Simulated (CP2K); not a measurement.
Runs of CP2K 2026.2 on Zr3S2. It takes space group R32 (No. 155, trigonal). Conventional cell: a = 5.805 Å, b = 5.805 Å, c = 10.463 Å, α = 90.00°, β = 90.00°, γ = 120.00°. Zr (site symmetry 2) is surrounded by 4 S at 2.61 to 2.62 Å. S (site symmetry 3) is surrounded by 6 Zr at 2.61 to 2.62 Å. The cell comes from a database or a generator and needn't be the stable form of this composition.

```tsv
level	potentials or basis	smearing	EPS_DEFAULT	NGRIDS	bands added on the path	CUTOFF of the grids	gap on the mesh (eV)	pressure (GPa)	largest force (eV/Å)
PBEsol	POTENTIAL_UZH Zr GTH-PBE-q12, S GTH-PBE-q6; TZVP-MOLOPT-PBE-GTH basis	fermi-dirac 0.01 eV	1.0E-10	4	2	450 Ry	none	-3.8	0.06
LDA	GTH_POTENTIALS Zr GTH-PADE-q12, S GTH-PADE-q6; TZVP-MOLOPT-PBE-GTH basis	fermi-dirac 0.01 eV	1.0E-9	4	6	450 Ry	none	-7.9	0.13
PBE	POTENTIAL_UZH Zr GTH-PBE-q12, S GTH-PBE-q6; TZVP-MOLOPT-PBE-GTH basis	fermi-dirac 0.0259 eV	1.0E-9	5	4	450 Ry	none	-0.1	(a)
r2SCAN	POTENTIAL_UZH Zr GTH-SCAN-q12, S GTH-SCAN-q6; TZVP-MOLOPT-SCAN-GTH basis	fermi-dirac 0.05 eV	1.0E-9	5	6	700 Ry	none	(b)	0.06
```

Alike in all rows: task band structure; no spin polarisation; cell as given; k mesh 6 × 6 × 6.

Q: Fill in the values left out.

A: (a) 0.02; (b) 0.2.

Caveats: the basis of atomic orbitals isn't converged, which shifts pressures, moduli and gaps; the potentials were made for another functional, which shifts forces and pressure (some runs).

A k mesh can miss the band edges, and the runs leave out spin-orbit coupling on Zr.

A gap of «none» marks a metal or a gap under the smearing width.
